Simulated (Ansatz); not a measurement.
This script drives Ansatz 0.2.0 through its Python package.

Input file `c3h6ose.xyz`:
```text
11

C    -0.85120    0.83080   -0.86860
C     0.22970   -0.10360   -0.59090
O    -0.23790   -1.14710    0.21900
C     0.72710   -0.86680    1.30500
Se    1.56590    0.66500    0.56990
H    -0.50980    1.75790   -1.45610
H    -1.32380    1.24280    0.07100
H    -1.64530    0.38710   -1.48860
H     0.69320   -0.47830   -1.48160
H     1.35520   -1.72190    1.50000
H     0.06210   -0.62290    2.24150
```

`energy.py`:
```python
'''Single point of C3H6OSe.'''

from pathlib import Path
import json
import warnings

import ansatz as az
import numpy as np

warnings.simplefilter('ignore', az.DeckWarning)

c3h6ose = az.Crystal.molecule_from_extxyz('c3h6ose.xyz')

base = (
    c3h6ose.calculation()
    .basis(gaussian='def2-SVP')  # the orbital basis, by name
    .functional(az.LibraryFunctional('wB97X'))
    .forces()  # eV per angstrom
    .orbitals()
)
res = base.run(threads=1, runs_dir='c3h6ose_runs')
summary = res.report

for key in ('converged', 'free_energy_ev', 'reference_energy_ev', 'n_frozen', 'n_occupied', 'n_virtual'):
    print(f'{key:22s} {summary[key]}')

state = summary['mean_field']['state']
print(f'mean field: {state["energy"]["hartree"]:.7f} Ha, <S^2> = {abs(state["spin_squared"]):.4f}, stability: {state.get("stability", {}).get("kind")}')

symbols = [site.symbol for site in c3h6ose.cartesian_sites]
forces = np.array(summary['forces_ev_ang'])
print('largest force', round(float(np.linalg.norm(forces, axis=1).max()), 4), 'eV/A, rms', round(float(np.sqrt((forces ** 2).mean())), 4))

charges = summary['charge_distribution']
print('dipole moment', round(4.803205 * float(np.linalg.norm(charges['dipole_moment_e_ang'])), 3), 'D')
print('Mulliken:', [(s, round(q, 3)) for s, q in zip(symbols, charges['mulliken_charges_e'])])

lines = Path(summary['orbitals_path']).read_text().splitlines()
field_of = lambda key: [line.split('=')[1].strip() for line in lines if line.startswith(key)]
orbitals = [(27.211386 * float(e), s, float(n)) for e, s, n in zip(field_of('Ene='), field_of('Spin='), field_of('Occup='))]
homo = max(e for e, _, n in orbitals if n > 0.5)
lumo = min(e for e, _, n in orbitals if n < 0.5)
print(f'HOMO {homo:.3f} eV, LUMO {lumo:.3f} eV, gap {lumo - homo:.3f} eV')
with open('c3h6ose.json', 'w') as handle:
    json.dump({k: summary[k] for k in ('free_energy_ev', 'reference_energy_ev', 'n_occupied', 'n_virtual')}, handle, indent=1)
```

It is started by `python energy.py`. Estimate its wall time and peak memory on 1 thread of Arm Neoverse V1, on a shared host.

It took about 18 s, with a peak of 0.42 GiB, for 1 run of the engine.

Running `python energy.py` prints:
```text
converged              True
free_energy_ev         -70591.44212702686
reference_energy_ev    -70591.44212702686
n_frozen               0
n_occupied             [33, 33]
n_virtual              [85, 85]
mean field: -2594.1876496 Ha, <S^2> = 0.0000, stability: minimum
largest force 4.4452 eV/A, rms 1.257
dipole moment 0.399 D
Mulliken: [('C', 0.026), ('C', 0.018), ('O', -0.393), ('C', 0.122), ('Se', -0.085), ('H', 0.035), ('H', 0.037), ('H', 0.044), ('H', 0.047), ('H', 0.07), ('H', 0.079)]
HOMO -8.528 eV, LUMO 1.671 eV, gap 10.199 eV
```

`c3h6ose.json`, as written:
```json
{
 "free_energy_ev": -70591.44212702686,
 "reference_energy_ev": -70591.44212702686,
 "n_occupied": [
  33,
  33
 ],
 "n_virtual": [
  85,
  85
 ]
}
```

What to keep in mind:
- These settings explore the input space; basis and method may be short of convergence.
- The geometry is a force-field or estimated start, not a minimum of this method, and the basis set is short of its limit.
- Levels such as HOMO and LUMO are orbital energies: with these approximate functionals they aren't the ionisation energy and electron affinity, and their gap isn't the fundamental gap.
